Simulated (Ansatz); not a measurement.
Consider vertical spin-state energies of C₂H₆BNS, SMILES NC1BCS1 (the Python package of Ansatz (0.2.0)).

`run_spin.py`
```python
# -*- coding: utf-8 -*-
"""Gap between spin states of C2H6BNS at one geometry."""

import ansatz as az

config = {
    "basis": "def2-SVP",
    "level": "mp2",
}

GEOMETRY = """
N    -1.10190    1.33860    0.26660
C    -0.85520   -0.01370   -0.06920
B     0.40800   -0.56430    0.70270
C     1.17700   -0.74870   -0.73480
S    -0.24880   -0.16910   -1.77860
H    -1.42520    1.45260    1.26140
H    -0.26340    1.96970    0.13650
H    -1.70130   -0.63940    0.09280
H     0.75860   -0.73130    1.88230
H     2.00790   -0.12310   -0.82510
H     1.30990   -1.82840   -0.91380
"""

molecule = az.Crystal.molecule()
for line in GEOMETRY.strip().splitlines():
    symbol, *xyz = line.split()
    molecule = molecule.atom(symbol, [float(v) for v in xyz])

calc = (
    molecule.calculation()
    .basis(gaussian=config["basis"])
    .correlation(config["level"])
)
found = {}
for unpaired in [0, 2]:
    rep = calc.spin("collinear", total=unpaired).run(threads=1).report
    s = unpaired / 2
    found[unpaired] = rep["free_energy_ev"]
    print(f"2S+1 = {unpaired + 1}: E = {found[unpaired]:.5f} eV, <S^2> = {abs(rep['mean_field']['state']['spin_squared']):.3f} (pure state {s * (s + 1):.2f})")
lowest = min(found, key=found.get)
for unpaired, e in found.items():
    print(f"multiplicity {unpaired + 1}: {(e - found[lowest]):.3f} eV above the lowest")
```

Which spin state is lowest at this geometry, and how far above lie the others?

In order: multiplicity 1 (+0.00 eV) and multiplicity 3 (+3.22 eV), all at the one geometry.

What the script printed:

Output of `python run_spin.py`:
```text
2S+1 = 1: E = -15135.62869 eV, <S^2> = 0.000 (pure state 0.00)
2S+1 = 3: E = -15132.41045 eV, <S^2> = 2.032 (pure state 2.00)
multiplicity 1: 0.000 eV above the lowest
multiplicity 3: 3.218 eV above the lowest
```

Caveats:
- Total energies depend on the basis set; only differences at equal settings carry meaning.
- The geometry is a force-field or estimated start, not a minimum of this method, and the basis set is short of its limit. All parts are taken at fixed geometry, without zero-point energy.
- S² is that of the Hartree-Fock reference.
- Hardware and time: 11 s on 1 thread of Arm Neoverse V1, with other jobs on the host, peak memory 0.33 GiB.

(A comment or docstring line of the script was reworded after the run, the code is as it ran; lines on the test bed's own set-up are left out of the output.)
